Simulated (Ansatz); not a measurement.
# Mn2Rh: the cost of one run

Program: Ansatz 0.2.0. Level of theory: DFT PBE, scalar-relativistic, plane waves, PAW. These are calculated values, not measurements.

**1. The system as given**

Symmetry: Fd-3m, No. 227, cubic system. Conventional cell: a = 6.795 Å, b = 6.795 Å, c = 6.795 Å, α = 90.00°, β = 90.00°, γ = 90.00°. Mn (site symmetry -3m) is surrounded by 6 Mn at 2.40 Å. Around Rh (site symmetry -43m) lie 12 Mn at 2.82 Å and 4 Rh at 2.94 Å.

Coordinates:

```
Mn Rh
1.0
     0.00000    3.39763    3.39763
     3.39763    0.00000    3.39763
     3.39763    3.39763    0.00000
Mn Rh
4 2
Direct
  0.62500 0.62500 0.62500
  0.12500 0.62500 0.62500
  0.62500 0.62500 0.12500
  0.62500 0.12500 0.62500
  0.00000 0.00000 0.00000
  0.25000 0.25000 0.25000
```

(A quick probe on a coarse mesh, which set the mesh and smearing, is not shown.)

**3. Rough relaxation on the coarse mesh**

The input, input.yaml:

```yaml
crystal:
  lattice:
    - [0.0, 3.3976318036, 3.3976318036]
    - [3.3976318036, 0.0, 3.3976318036]
    - [3.3976318036, 3.3976318036, 0.0]
  atoms:
    - { symbol: Mn, position: [0.625, 0.625, 0.625], spin: 1.12 }
    - { symbol: Mn, position: [0.125, 0.625, 0.625], spin: 1.12 }
    - { symbol: Mn, position: [0.625, 0.625, 0.125], spin: 1.12 }
    - { symbol: Mn, position: [0.625, 0.125, 0.625], spin: 1.12 }
    - { symbol: Rh, position: [0.0, 0.0, 0.0] }
    - { symbol: Rh, position: [0.25, 0.25, 0.25] }
basis:
  ecutwfc: 420
kpoints:
  mp_grid: { grid: [4, 4, 4] }
hamiltonian:
  xc: pbe
scf:
  occupations: { method: gaussian, width: 0.1 }
  lower_state_search: "off"
output:
  forces: true
  stress: true
  eigenvalues: true
  populations: true
magnetization:
  spin_polarized: true
relax:
  adjacent_minimum: "off"
  f_tol: 0.04
  max_steps: 70
  cell: { stress_tol: 0.4 }
```

Started as:

```bash
$ ansatz run input.yaml --threads 1 --pin off --max-ram 2560MiB --backend cpu --events-out ev --progress --plain --runs-dir out
```

**Question.** How long does this run take on 1 thread of Arm Neoverse V2, shared host, and how much memory does it need?

About 22 s, with a peak of 0.4 GiB.
